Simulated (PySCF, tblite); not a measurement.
**C₇H₁₂+ (doublet): geometry, infrared bands and EPR parameters**

Wanted: the infrared bands and EPR parameters of C₇H₁₂+ (doublet) (`CC[C+]=[C]CCC`), by calculation.

Computed with tblite 0.8.0 and PySCF 2.14.0, with density-fitted response routines of our own, on a single molecule in the gas phase. Atoms are numbered from 0 throughout.

## (1) Starting geometry

19 atoms, charge 1, multiplicity 2; geometry from: force field or distance geometry start.

Bonds of the start (Å): C0–C1 1.51, C1–C2 1.47, C2–C3 1.28, C3–C4 1.47, C4–C5 1.49, C5–C6 1.54, C0–H7 1.11, C0–H8 1.10, C0–H9 1.14, C1–H10 1.12, C1–H11 1.12, C4–H12 1.12, C4–H13 1.12, C5–H14 1.10, C5–H15 1.11, C6–H16 1.11, C6–H17 1.09, C6–H18 1.10.

## (2) Optimising the geometry with GFN2-xTB

The job: settings as JSON, then the geometry in Å.

```
{"job": {"kind": "relax", "xc": "GFN2-xTB", "basis": "xTB"}, "charge": 1, "multiplicity": 2}
C     -2.823300     0.797100     0.458800
C     -2.551600    -0.675300     0.303100
C     -1.190700    -0.937600    -0.184300
C     -0.113200    -1.259500    -0.792500
C      1.263200    -0.939600    -0.402700
C      1.480200     0.437700     0.131600
C      2.984900     0.527200     0.437600
H     -2.267000     1.281300     1.292100
H     -2.677300     1.289100    -0.517300
H     -3.946200     0.861500     0.658900
H     -3.343400    -1.042800    -0.405200
H     -2.750500    -1.221600     1.263100
H      1.865500    -0.991800    -1.348500
H      1.746800    -1.715800     0.248000
H      0.978400     0.662500     1.089800
H      1.255200     1.235000    -0.612100
H      3.426000     1.029400    -0.452100
H      3.204600     1.138800     1.308900
H      3.448600    -0.466300     0.545700
```

Started as:

```console
OMP_NUM_THREADS=1 python probes_run.py task.json out
```

The driver reads the jobs from task.json and runs them one after another.

Output:

```text
step      E/eV     max force
  0    -558.24407    4.706
  1    -558.59494    4.871
  2    -558.87129    2.062
  3    -559.01237    1.229
  4    -559.13664    0.623
  5    -559.17221    0.541
  6    -559.21558    0.431
  7    -559.23952    0.460
  8    -559.26321    0.405
  9    -559.28330    0.312
 10    -559.30608    0.359
 11    -559.32659    0.349
 12    -559.34312    0.334
 13    -559.35748    0.280
 14    -559.37396    0.305
 15    -559.38699    0.244
 16    -559.39508    0.180
 17    -559.40163    0.194
 18    -559.40872    0.186
 19    -559.41618    0.190
 20    -559.42322    0.163
 21    -559.42915    0.176
 22    -559.43445    0.180
 23    -559.43982    0.168
 24    -559.44556    0.296
 25    -559.45178    0.210
 26    -559.45893    0.240
 27    -559.46670    0.224
 28    -559.47410    0.198
 29    -559.48144    0.271
 30    -559.48969    0.246
 31    -559.49944    0.264
 32    -559.51012    0.221
 33    -559.52056    0.235
 34    -559.52926    0.243
 35    -559.53617    0.238
 36    -559.54085    0.222
 37    -559.54543    0.223
 38    -559.55017    0.242
 39    -559.55506    0.172
 40    -559.56096    0.202
 41    -559.56703    0.182
 42    -559.57160    0.150
 43    -559.57484    0.135
 44    -559.57801    0.133
 45    -559.58184    0.168
 46    -559.58588    0.222
 47    -559.59031    0.216
 48    -559.59465    0.161
 49    -559.60064    0.174
 50    -559.60476    0.186
 51    -559.60920    0.274
 52    -559.61175    0.091
 53    -559.61374    0.082
 54    -559.61522    0.113
 55    -559.61658    0.102
 56    -559.61753    0.066
 57    -559.61819    0.063
 58    -559.61879    0.105
 59    -559.61944    0.106
 60    -559.62013    0.063
 61    -559.62065    0.046
 62    -559.62108    0.069
 63    -559.62165    0.092
 64    -559.62224    0.070
 65    -559.62268    0.036
 66    -559.62296    0.040
 67    -559.62322    0.045
 68    -559.62359    0.056
 69    -559.62409    0.048
 70    -559.62456    0.054
 71    -559.62490    0.049
 72    -559.62520    0.042
 73    -559.62555    0.047
 74    -559.62592    0.043
 75    -559.62619    0.032
 76    -559.62636    0.031
 77    -559.62651    0.030
 78    -559.62672    0.030
 79    -559.62693    0.027
 80    -559.62709    0.024
 81    -559.62718    0.026
 82    -559.62727    0.025
 83    -559.62738    0.022
 84    -559.62747    0.022
 85    -559.62755    0.023
 86    -559.62762    0.021
 87    -559.62774    0.027
 88    -559.62793    0.033
 89    -559.62818    0.034
 90    -559.62844    0.046
 91    -559.62868    0.048
 92    -559.62895    0.043
 93    -559.62927    0.036
 94    -559.62957    0.033
 95    -559.62976    0.026
 96    -559.62987    0.021
 97    -559.62994    0.020
 98    -559.62999    0.016
 99    -559.63003    0.010
100    -559.63006    0.017
101    -559.63010    0.012
102    -559.63013    0.009
```

Wall time 0.57 s (1 thread of Arm Neoverse V2, shared host); peak memory 0.18 GiB.

Step by step: (not every step is listed)

```csv
step,energy from step 0 (eV),largest force (eV/Å)
0,0.0000,4.7058
1,-0.3509,4.8711
2,-0.6272,2.0619
3,-0.7683,1.2292
4,-0.8926,0.6230
5,-0.9281,0.5406
6,-0.9715,0.4309
7,-0.9955,0.4597
8,-1.0191,0.4048
16,-1.1510,0.1795
24,-1.2015,0.2965
32,-1.2661,0.2209
40,-1.3169,0.2016
48,-1.3506,0.1607
56,-1.3735,0.0660
64,-1.3782,0.0696
72,-1.3811,0.0417
80,-1.3830,0.0238
88,-1.3839,0.0331
96,-1.3858,0.0206
97,-1.3859,0.0196
98,-1.3859,0.0155
99,-1.3860,0.0103
100,-1.3860,0.0168
101,-1.3860,0.0120
102,-1.3861,0.0092
```

Distances of close pairs at the start and the end, largest changes first:

```csv
bond,before (Å),after (Å),change (Å)
C2–C3,1.278,1.219,-0.059
C0–H9,1.142,1.086,-0.056
C1–C2,1.469,1.422,-0.047
C3–C4,1.466,1.423,-0.043
C4–C5,1.493,1.521,+0.028
C5–C6,1.538,1.515,-0.023
C0–H7,1.113,1.089,-0.023
C6–H16,1.113,1.090,-0.023
```

The end geometry stands in the next job.

## (3) Vibrational analysis with GFN2-xTB

The job: settings as JSON, then the geometry in Å.

```
{"job": {"kind": "ir", "xc": "GFN2-xTB", "basis": "xTB"}, "charge": 1, "multiplicity": 2}
C     -3.427911     0.646165     0.414555
C     -2.797822    -0.698096     0.104063
C     -1.379555    -0.695322     0.004166
C     -0.163596    -0.693284    -0.084847
C      1.255772    -0.716070    -0.183429
C      1.978270     0.524409     0.318949
C      3.484881     0.423809     0.199192
H     -3.027622     1.066982     1.336224
H     -3.224233     1.363280    -0.380842
H     -4.503713     0.538465     0.517810
H     -3.211555    -1.117513    -0.826581
H     -3.081350    -1.438326     0.870695
H      1.511514    -0.886919    -1.242058
H      1.624158    -1.620657     0.324296
H      1.707231     0.689514     1.369295
H      1.623367     1.412173    -0.216533
H      3.802428     0.375080    -0.842403
H      3.952986     1.299611     0.640299
H      3.866946    -0.464048     0.700016
```

Output:

```text
mode    cm-1     km/mol
  1      28.2      0.69
  2      59.1      0.05
  3      76.1      0.59
  4     138.8      3.02
  5     173.2      1.39
  6     177.1      1.82
  7     220.0     16.17
  8     328.8     15.57
  9     359.6      1.47
 10     416.1      4.27
 11     487.5     19.49
 12     644.3    126.95
 13     684.6      1.29
 14     746.4      9.93
 15     788.3      6.61
 16     930.6     64.71
 17     944.0      8.20
 18     979.5      5.24
 19    1018.3     24.62
 20    1031.1      5.69
 21    1067.2    128.92
 22    1079.4      2.04
 23    1086.7     38.86
 24    1103.5      0.53
 25    1144.4      3.48
 26    1172.2     12.16
 27    1239.8     32.09
 28    1282.7    274.80
 29    1297.9    212.38
 30    1302.1    327.91
 31    1342.7     17.45
 32    1384.1    238.21
 33    1392.2     98.37
 34    1407.1    276.98
 35    1414.5     18.94
 36    1428.7     44.39
 37    1447.9     21.73
 38    1451.3     31.30
 39    2239.1    407.65
 40    2828.3     20.49
 41    2835.4     14.95
 42    2874.4    177.58
 43    2882.3     12.77
 44    2907.2     15.52
 45    2943.2     97.53
 46    3006.3     49.24
 47    3008.6     12.71
 48    3024.8    100.48
 49    3029.8     36.94
 50    3059.3     20.83
 51    3068.6      1.91
```

Wall time 0.52 s (1 thread of Arm Neoverse V2, shared host); peak memory 0.18 GiB.

The strongest bands and the atoms that carry them (share of the mass-weighted mode):

```csv
cm⁻¹,km/mol,atoms
1067,128.9,"C1 31 %, C0 25 %, H8 12 %"
1283,274.8,"H13 37 %, H12 31 %, H10 12 %, H11 10 %"
1298,212.4,"H15 21 %, C5 19 %, C1 14 %, H14 13 %"
1302,327.9,"H10 31 %, H11 31 %, H13 12 %"
1384,238.2,"H15 33 %, H14 29 %"
1407,277.0,"H16 34 %, H18 23 %, H17 18 %, C6 15 %"
2239,407.6,"C2 49 %, C3 49 %"
2874,177.6,"H10 61 %, H11 30 %"
```

## (4) g tensor and hyperfine couplings: B3LYP/pcH-1

Same as in step 3 but for these lines:

```diff
@@ -1,2 +1,2 @@
-{"job": {"kind": "ir", "xc": "GFN2-xTB", "basis": "xTB"}, "charge": 1, "multiplicity": 2}
+{"job": {"kind": "epr", "basis": "pcH-1"}, "charge": 1, "multiplicity": 2}
 C     -3.427911     0.646165     0.414555
```

Method: UKS B3LYP, pcH-1 on C H, non-relativistic, mean-field spin-orbit, GIAO.

Output:

```text
UKS, coarse grid
  cycle   1  E = -273.56686144  |g| = 3.09e-01
  cycle   2  E = -273.42687415  |g| = 5.23e-01
  cycle   3  E = -273.60350163  |g| = 1.40e-01
  cycle   4  E = -273.61496869  |g| = 4.19e-02
  cycle   5  E = -273.61560412  |g| = 2.75e-02
  cycle   6  E = -273.61596118  |g| = 1.21e-02
  cycle   7  E = -273.61604161  |g| = 3.25e-03
  cycle   8  E = -273.61605065  |g| = 1.31e-03
  cycle   9  E = -273.61605268  |g| = 4.56e-04
UKS, final grid
  cycle   1  E = -273.61605935  |g| = 4.59e-04
  cycle   2  E = -273.61606060  |g| = 5.42e-04
  cycle   3  E = -273.61606122  |g| = 3.09e-04
  cycle   4  E = -273.61606206  |g| = 2.92e-04
  cycle   5  E = -273.61606591  |g| = 2.29e-04
  cycle   6  E = -273.61606988  |g| = 1.94e-04
  cycle   7  E = -273.61607174  |g| = 9.98e-05
  cycle   8  E = -273.61607226  |g| = 4.89e-05
  cycle   9  E = -273.61607229  |g| = 2.47e-05
  cycle  10  E = -273.61607230  |g| = 1.02e-05
E = -273.61607230 Eh   <S^2> = 0.7517 (exact 0.7500)
g shifts (ppm)      1          2          3
  rmc          -137       -137       -137
  gc              2         16         15
  oz_so           5        827      25576
  total        -130        706      25454
hyperfine (MHz)  atom isotope    a_iso     a_fc   dipolar eigenvalues
    0   13C      -2.59      -2.59     -0.81      0.36      0.45
    1   13C     -18.54     -18.54     -7.21     -5.04     12.25
    2   13C       8.81       8.81    -40.27    -32.73     73.00
    3   13C       8.17       8.17    -39.99    -32.22     72.21
    4   13C     -17.58     -17.58     -7.37     -5.40     12.77
    5   13C      -1.42      -1.42     -1.41     -1.09      2.50
    6   13C      -0.86      -0.86     -0.40     -0.35      0.75
    7    1H      12.68      12.68     -2.31     -1.26      3.58
    8    1H      15.32      15.32     -2.24     -1.28      3.52
    9    1H      -1.71      -1.71     -1.40     -1.31      2.71
   10    1H     147.84     147.84     -6.69     -3.11      9.80
   11    1H     151.46     151.46     -6.74     -3.11      9.85
   12    1H     187.15     187.15     -6.99     -3.47     10.46
   13    1H     105.31     105.31     -6.31     -2.75      9.06
   14    1H      19.44      19.44     -2.63     -0.69      3.32
   15    1H       9.08       9.08     -2.37     -1.49      3.86
   16    1H      -0.25      -0.25     -1.05     -0.88      1.93
   17    1H       2.56       2.56     -0.75     -0.56      1.31
   18    1H      -0.29      -0.29     -0.98     -0.97      1.95
```

Wall time 94 s (1 thread of Arm Neoverse V2, shared host); peak memory 1.1 GiB.

Principal g values 2.00219, 2.00303, 2.02777; g(iso) = 2.01100, against 2.00232 for a free electron.

Hyperfine couplings; where a row names several nuclei, a(iso) is their mean (it holds for fast rotation or exchange) and the dipolar term the largest among them:

```csv
nuclei,isotope,a(iso) (MHz),"a(iso) (G, at g = 2.0023)",largest dipolar term (MHz)
"H10, H11",1H,149.6,53.4,9.8
"H12, H13",1H,146.2,52.2,10.5
C1,13C,-18.5,-6.6,12.3
C4,13C,-17.6,-6.3,12.8
"H14, H15",1H,14.3,5.1,3.9
C2,13C,8.8,3.1,73.0
"H7, H8, H9",1H,8.8,3.1,3.6
C3,13C,8.2,2.9,72.2
C0,13C,-2.6,-0.9,-0.8
C5,13C,-1.4,-0.5,2.5
C6,13C,-0.9,-0.3,0.8
"H16, H17, H18",1H,0.7,0.2,2.0
```

Mulliken spin populations:

C0 0.00; C1 0.00; C2 0.38; C3 0.38; C4 0.00; C5 0.00; C6 0.00; H7 0.01; H8 0.01; H9 0.00; H10 0.05; H11 0.06; H12 0.07; H13 0.04; H14 0.01; H15 0.00; H16 0.00; H17 0.00; H18 0.00

In first order the couplings over 0.8 MHz of 1H give 108 distinct lines over 230.7 G, if the averaged nuclei exchange fast.

The fields below are evaluated on a grid from the run's orbitals.

ELF in a plane through or near 9 of the atoms.

Values, 10 rows by 14 columns:
```
0.00 0.00 0.00 0.00 0.00 0.00 0.00 0.00 0.00 0.00 0.00 0.00 0.00 0.00
0.00 0.00 0.00 0.00 0.00 0.00 0.00 0.00 0.00 0.00 0.00 0.00 0.00 0.00
0.00 0.00 0.26 0.85 0.01 0.03 0.02 0.00 0.00 0.15 0.16 0.02 0.00 0.00
0.00 0.00 0.94 1.00 0.12 0.51 0.11 0.01 0.01 0.56 0.66 0.80 0.57 0.00
0.00 0.00 0.25 0.70 0.87 0.49 0.07 0.47 0.39 0.20 0.41 1.00 0.97 0.00
0.00 0.00 0.10 0.70 0.71 0.82 0.51 0.75 0.66 0.63 0.80 0.65 0.49 0.00
0.00 0.00 0.09 0.59 0.04 0.62 0.70 0.25 0.17 0.69 0.65 0.02 0.00 0.00
0.00 0.00 0.00 0.04 0.01 0.75 0.23 0.65 0.67 0.09 0.32 0.02 0.00 0.00
0.00 0.00 0.00 0.00 0.00 0.11 0.02 0.06 0.09 0.01 0.02 0.00 0.00 0.00
0.00 0.00 0.00 0.00 0.00 0.00 0.00 0.00 0.00 0.00 0.00 0.00 0.00 0.00
```
The map spans 14.2 Å across and 8.3 Å up, centred on the molecule. Atoms in the plane (x, y in Å): C0 (3.4, 0.8), C1 (2.8, -0.6), C2 (1.4, -0.7), C3 (0.2, -0.7), C4 (-1.2, -0.8), C5 (-2.0, 0.5), C6 (-3.5, 0.3), H9 (4.5, 0.7), H17 (-4.0, 1.3).

On the surface of density 0.002 e/bohr³ the electrostatic potential runs, from the 1st to the 99th percentile, from 2.97 to 5.57 V.

The spin density lies nearest to C2, C3 about 34 % each; H10, H12 about 7 % each.

## (5) Outcome

| quantity | value |
| --- | --- |
| strongest single infrared mode (GFN2-xTB) | 2239 cm⁻¹, 408 km/mol |
| zero-point energy (GFN2-xTB) | 101.5 kcal/mol |
| g(iso) (B3LYP) | 2.01100 |
| ⟨S²⟩ | 0.752 (exact 0.75) |
| largest a(iso) (averaged by class) | 1H on H10, H11, 149.6 MHz |

What this shows: The optimisation took 102 steps and gained 1.386 eV; among the close pairs (by a distance rule), C2–C3 changed most, from 1.278 to 1.219 Å. All 51 modes are real, so the xTB geometry is a minimum. The strongest single mode, at 2239 cm⁻¹, moves mainly C2 and C3. GFN2-xTB is a fitted tight-binding method: band positions and strengths are rough. Its intensities can rank the bands wrongly. The largest spin populations lie on C2 (0.38 e), C3 (0.38 e). The isotropic g lies 8.7 ppt above the free-electron value.
